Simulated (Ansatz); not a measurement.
# F2H6N2SSi2: geometry optimisation

The task is to find a stationary geometry of F2H6N2SSi2.

Program: Ansatz 0.2.0, Gaussian basis. Level of theory: RKS PBE0-D4/def2-TZVP. These are calculated values, not measurements.

Levels to be run: relaxation at PBE0-D4/def2-TZVP.

1 further run of the same task is left out (set aside as unsound or not needed).

## Step 1: Starting geometry

SMILES `N[SiH](F)S[SiH](N)F`, 13 atoms, charge 0, spin multiplicity 1.

Atoms are counted from 1 here; the program's logs count them from 0.

Bond lengths: N1–Si2 1.705 Å, N1–H8 1.007 Å, N1–H9 1.006 Å, Si2–F3 1.603 Å, Si2–S4 2.142 Å, Si2–H10 1.451 Å, S4–Si5 2.134 Å, Si5–N6 1.707 Å, Si5–F7 1.617 Å, Si5–H11 1.449 Å, N6–H12 1.007 Å, N6–H13 1.006 Å. Angles: Si2–N1–H8 119.6°, Si2–N1–H9 119.9°, H8–N1–H9 111.3°, N1–Si2–F3 105.1°, N1–Si2–S4 108.6°, N1–Si2–H10 121.0°, F3–Si2–S4 107.2°, F3–Si2–H10 104.4°, S4–Si2–H10 109.6°, Si2–S4–Si5 101.6°, S4–Si5–N6 106.5°, S4–Si5–F7 112.1°, S4–Si5–H11 109.9°, N6–Si5–F7 104.0°, N6–Si5–H11 121.1°, F7–Si5–H11 103.0°, Si5–N6–H12 120.4°, Si5–N6–H13 119.2° and more.

The start is a GFN2-xTB geometry.

## Step 2: Optimising with PBE0-D4/def2-TZVP

The input, in.yaml:

```yaml
crystal:
  periodic: [false, false, false]
  atoms:
    - {symbol: N, position_ang: [-0.219560, 2.052700, -0.481240]}
    - {symbol: Si, position_ang: [-0.185750, 1.548740, 1.147680]}
    - {symbol: F, position_ang: [-1.224040, 2.508470, 1.902210]}
    - {symbol: S, position_ang: [-0.966000, -0.442820, 1.264070]}
    - {symbol: Si, position_ang: [0.442620, -1.526850, 0.083770]}
    - {symbol: N, position_ang: [-0.421980, -2.161280, -1.243880]}
    - {symbol: F, position_ang: [1.544590, -0.556570, -0.594130]}
    - {symbol: H, position_ang: [-0.129400, 3.030850, -0.700780]}
    - {symbol: H, position_ang: [0.199790, 1.478630, -1.192930]}
    - {symbol: H, position_ang: [1.030290, 1.642670, 1.932920]}
    - {symbol: H, position_ang: [1.243160, -2.385240, 0.933930]}
    - {symbol: H, position_ang: [0.051270, -2.706540, -1.945600]}
    - {symbol: H, position_ang: [-1.365000, -2.482740, -1.106020]}
basis:
  gaussian: {orbitals: def2-TZVP}
hamiltonian: {xc: pbe0, dispersion: d4}
relax: {f_tol: 0.005, max_steps: 150}
```

The run is started by

```console
$ ansatz run in.yaml --threads 2 --pin off --events-out ev --progress --plain --max-ram 20480MiB --backend cuda --devices 0, --max-vram 18GiB
```

Q: Predict the results of all the runs planned. Wanted: point group; shift from the start; total energy; dispersion term; dipole moment.

**Answer**, as computed:

| quantity | value |
| --- | --- |
| point group | C1 |
| steps | 31 |
| shift from the start (rms) | 0.524 Å |
| total energy | -35095.4703 eV |
| dispersion term | -333 meV |
| dipole moment | 3.54 D |

In words: The atoms moved 0.52 Å (rms) from the start; the bond that changed most is Si5–H11, from 1.449 to 1.476 Å. No vibrations were run, so it is not proven to be a minimum. The largest Mulliken charge, +0.62 e, sits on Si2.
